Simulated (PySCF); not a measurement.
# From one method to the next for KB

What do other methods print for KB?

Computed with PySCF 2.14.0. Level: method and basis as typed in the scripts.

1 further run of the same task is left out (it didn't finish).

### 1 The system as given

KB: 2 atoms, charge 0, spin multiplicity 1.

Bond lengths: K1–B2 2.760 Å.

### 2 The run that the others are compared with

input.py

```python
from pyscf import gto, scf, ci

mol = gto.M(
    atom='K 0 0 0; B 0 0 2.76',
    basis='ano-rcc-vdzp',
    charge=0,
    spin=0,
    verbose=4,
)
mf = scf.RHF(mol)
mf = mf.sfx2c1e()
mf.kernel()
ci.CISD(mf, frozen=6).kernel()
mf.dip_moment()
print('orbital energies (hartree):', mf.mo_energy[..., max(0, mol.nelec[1]-3):mol.nelec[0]+3].round(4))
```

Command:

```sh
$ OMP_NUM_THREADS=1 python input.py
```

### 3 Population analysis

Edit 1 changes step after the SCF: cisd → analyze.

input.py

```python
from pyscf import gto, scf

mol = gto.M(
    atom='K 0 0 0; B 0 0 2.76',
    basis='ano-rcc-vdzp',
    charge=0,
    spin=0,
    verbose=4,
)
mf = scf.RHF(mol)
mf = mf.sfx2c1e()
mf.kernel()
mf.analyze()
print('orbital energies (hartree):', mf.mo_energy[..., max(0, mol.nelec[1]-3):mol.nelec[0]+3].round(4))
```

### 4 Stability test

Edit 2 changes step after the SCF: cisd → stability.

input.py, as its differences from that of step 2:

```diff
@@ -1,2 +1,2 @@
-from pyscf import gto, scf, ci
+from pyscf import gto, scf
 
@@ -12,3 +12,3 @@
 mf.kernel()
-ci.CISD(mf, frozen=6).kernel()
+mf.stability(internal=True, external=True)
 mf.dip_moment()
```

### 5 UHF

Edit 3 changes SCF type: RHF → UHF.

input.py

```python
from pyscf import gto, scf, ci

mol = gto.M(
    atom='K 0 0 0; B 0 0 2.76',
    basis='ano-rcc-vdzp',
    charge=0,
    spin=0,
    verbose=4,
)
mf = scf.UHF(mol)
mf = mf.sfx2c1e()
mf.kernel()
ci.CISD(mf, frozen=6).kernel()
mf.dip_moment()
print('orbital energies (hartree):', [e[max(0, n-3):n+3].round(4) for e, n in zip(mf.mo_energy, mol.nelec)])
```

### 6 Lc_wpbe (RKS)

Edit 4 changes functional: none (Hartree–Fock) → lc_wpbe; SCF type: RHF → RKS; step after the SCF: cisd → analyze.

input.py

```python
from pyscf import gto, dft

mol = gto.M(
    atom='K 0 0 0; B 0 0 2.76',
    basis='ano-rcc-vdzp',
    charge=0,
    spin=0,
    verbose=4,
)
mf = dft.RKS(mol, xc='lc_wpbe')
mf = mf.sfx2c1e()
mf.kernel()
mf.analyze()
print('orbital energies (hartree):', mf.mo_energy[..., max(0, mol.nelec[1]-3):mol.nelec[0]+3].round(4))
```

### 7 Wb97x (RKS)

Edit 5 changes functional: none (Hartree–Fock) → wb97x; SCF type: RHF → RKS; step after the SCF: cisd → analyze.

input.py

```python
from pyscf import gto, dft

mol = gto.M(
    atom='K 0 0 0; B 0 0 2.76',
    basis='ano-rcc-vdzp',
    charge=0,
    spin=0,
    verbose=4,
)
mf = dft.RKS(mol, xc='wb97x')
mf = mf.sfx2c1e()
mf.kernel()
mf.analyze()
print('orbital energies (hartree):', mf.mo_energy[..., max(0, mol.nelec[1]-3):mol.nelec[0]+3].round(4))
```

### 8 Tpssh (RKS)

Edit 6 changes functional: none (Hartree–Fock) → tpssh; SCF type: RHF → RKS; step after the SCF: cisd → analyze.

input.py

```python
from pyscf import gto, dft

mol = gto.M(
    atom='K 0 0 0; B 0 0 2.76',
    basis='ano-rcc-vdzp',
    charge=0,
    spin=0,
    verbose=4,
)
mf = dft.RKS(mol, xc='tpssh')
mf = mf.sfx2c1e()
mf.kernel()
mf.analyze()
print('orbital energies (hartree):', mf.mo_energy[..., max(0, mol.nelec[1]-3):mol.nelec[0]+3].round(4))
```

**Question.** What will these runs give? Wanted: for each run, E(SCF); from base; gap; SCF dipole; after the SCF.

**Answer**, as computed:

```tsv
run	E(SCF) (hartree)	from base (eV)	cycles	gap (eV)	SCF dipole (D)	after the SCF
base	-625.951801	0	11	4.73	6.46	CISD correlation -6.769 eV, core frozen
population analysis	-625.951801	0.0000	11	4.73	6.46	n/a
stability test	-625.951801	0.0000	11	4.73	6.46	unstable: real -> complex, RHF/RKS -> UHF/UKS
UHF	-625.951801	0.0000	11	4.73	6.46	CISD correlation -6.769 eV, core frozen
lc_wpbe (RKS)	-626.711123	not comparable	11	4.80	6.95	n/a
wb97x (RKS)	-626.886804	not comparable	11	4.69	5.87	n/a
tpssh (RKS)	-626.914239	not comparable	10	0.92	3.91	n/a
```

What this shows: With UHF the SCF ends at the base energy. Total energies of different functionals can't be compared with each other; differences within one functional can. The dearest run is “lc_wpbe (RKS)”, at 10 s against 1.8 s.
